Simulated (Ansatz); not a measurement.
# Cl2H4OSi2: single point in a Gaussian basis from a Python script

The task is a single point in a Gaussian basis, for Cl2H4OSi2. SMILES: O[SiH2][SiH](Cl)Cl.

Computed with the Python package of Ansatz 0.2.0. Level of theory: B3LYP/def2-SVPD.

**1. The structure**

Bond lengths: O1–Si2 1.617 Å, Si2–Si3 2.333 Å, Si3–Cl4 2.118 Å, Si3–Cl5 2.028 Å, O1–H6 0.953 Å, Si2–H7 1.513 Å, Si2–H8 1.475 Å, Si3–H9 1.470 Å. Angles: O1–Si2–Si3 114.0°, O1–Si2–H7 108.0°, O1–Si2–H8 106.0°, Si3–Si2–H7 111.2°, Si3–Si2–H8 111.5°, H7–Si2–H8 105.6°, Si2–O1–H6 121.4°, Si2–Si3–Cl4 109.3°, Si2–Si3–Cl5 111.6°, Si2–Si3–H9 111.1°, Cl4–Si3–Cl5 106.3°, Cl4–Si3–H9 108.2°, Cl5–Si3–H9 110.3°.

No structure file is read: the coordinates are typed or built in the script.

**2. The code**

Input file cl2h4osi2.py:

```python
# -*- coding: utf-8 -*-
import ansatz as az

geometry_ang = [
    ("O", (-0.7024, 0.8271, 1.7684)),
    ("Si", (0.4575, 0.1824, 0.8443)),
    ("Si", (-0.1572, -0.1045, -1.3882)),
    ("Cl", (1.4119, -1.0769, -2.4257)),
    ("Cl", (-1.7842, -1.3029, -1.565)),
    ("H", (-1.235, 0.2873, 2.3459)),
    ("H", (1.6899, 1.0521, 0.9654)),
    ("H", (0.8131, -1.1014, 1.4765)),
    ("H", (-0.4049, 1.1903, -2.0387)),
]
geometry = az.Crystal.molecule()
for symbol, xyz in geometry_ang:
    geometry = geometry.atom(symbol, xyz)

model = geometry.calculation()
model = model.basis(gaussian="def2-SVPD").functional("b3lyp")
res = model.run(threads=1)
data = res.report

print("reference energy %16.6f eV" % data["reference_energy_ev"])
print("total energy     %16.6f eV" % data["free_energy_ev"])
print("occupied orbitals outside the frozen core (up, down):", data["n_occupied"], " frozen:", data["n_frozen"], " virtual:", data["n_virtual"])

state = data["mean_field"]["state"]
print(f"mean field: {state['energy']['hartree']:.7f} Ha, <S^2> = {abs(state['spin_squared']):.4f}, stability: {state.get('stability', {}).get('kind')}")
```

**3. The run**

Command:

```
$ python cl2h4osi2.py
```

Output:

```text
reference energy    -42904.344894 eV
total energy        -42904.344894 eV
occupied orbitals outside the frozen core (up, down): [37, 37]  frozen: 0  virtual: [120, 120]
mean field: -1576.7055933 Ha, <S^2> = 0.0000, stability: minimum
```

It took 7.6 s on 1 thread of Arm Neoverse V2, shared host; peak memory 0.44 GiB.

Lines on the test bed's own set-up are left out of the output.

A comment line of the script is reworded here; the code is as run.

**4. The run's own record**

From the engine's report, whether the script printed it or not:

| item | value |
| --- | --- |
| SCF cycles in all | 17 |
| orbitals | 157 |
| total energy (eV) | -42904.34489 |

**5. The command-line twin**

Run from a file, the same calculation prints its log.

Input file input.yaml:

```yaml
crystal:
  periodic: [false, false, false]
  atoms:
    - { symbol: O, position_ang: [-0.7024, 0.8271, 1.7684] }
    - { symbol: Si, position_ang: [0.4575, 0.1824, 0.8443] }
    - { symbol: Si, position_ang: [-0.1572, -0.1045, -1.3882] }
    - { symbol: Cl, position_ang: [1.4119, -1.0769, -2.4257] }
    - { symbol: Cl, position_ang: [-1.7842, -1.3029, -1.565] }
    - { symbol: H, position_ang: [-1.235, 0.2873, 2.3459] }
    - { symbol: H, position_ang: [1.6899, 1.0521, 0.9654] }
    - { symbol: H, position_ang: [0.8131, -1.1014, 1.4765] }
    - { symbol: H, position_ang: [-0.4049, 1.1903, -2.0387] }
basis:
  gaussian: { orbitals: def2-SVPD }
hamiltonian:
  xc: b3lyp
```

Command:

```
$ ansatz run input.yaml --threads 1 --pin off --max-ram 4096MiB --backend cpu --events-out ev --progress --plain --runs-dir out
```

Output:

```text
Warning: RAYON_NUM_THREADS=1 ignored (pool sized by the plan → 1); use --threads N
Engine: ansatz 0.2.0, aarch64-unknown-linux-gnu
Functional definition: B3LYP
  parameter a0 = 0.2
  parameter ax = 0.72
  parameter ac = 0.81
  exchange = (1 - a0 - ax)*slater_x + ax*b88_x + a0*exact_x
  correlation = (1 - ac)*vwn_rpa_c + ac*lyp_c
1467 factors; their error is unknown
mean field evaluation 1: about -42898.7639 eV, gradient 5.5e1 eV
mean field evaluation 2: about -42883.6228 eV, gradient 1.0e2 eV
mean field evaluation 4: about -42904.0856 eV, gradient 3.5e0 eV
mean field evaluation 8: about -42904.1154 eV, gradient 3.7e-2 eV
mean field evaluation 16: about -42904.3446 eV, gradient 1.7e-5 eV
mean field -42904.34458186 eV, -1576.7055817742 hartree, gradient 1.7e-5 eV, S^2 0.000000; 0 other end points of the search recorded, 0 dependent functions left out
reference -42904.34489419 eV, -1576.7055932520 hartree; 37, 37 occupied and 120, 120 virtual orbitals, 1467 factors
Total energy: -42904.34489419 eV, -1576.7055932520 hartree
```

Wall time 7.3 s (1 thread of Arm Neoverse V2, shared host); peak memory 0.38 GiB.

Script and command line differ by 0.000 meV in the energy.

**6. What came out**

| quantity | value |
| --- | --- |
| total energy | -42904.3449 eV |

In words: The run converged in 17 cycles with 157 orbitals. Reading the output:
- The geometry is a force-field or estimated start, not a minimum of this method, and the basis set is short of its limit.
- b3lyp holds the VWN-RPA fit, as in Gaussian; the form of ORCA and Turbomole is b3lyp5.
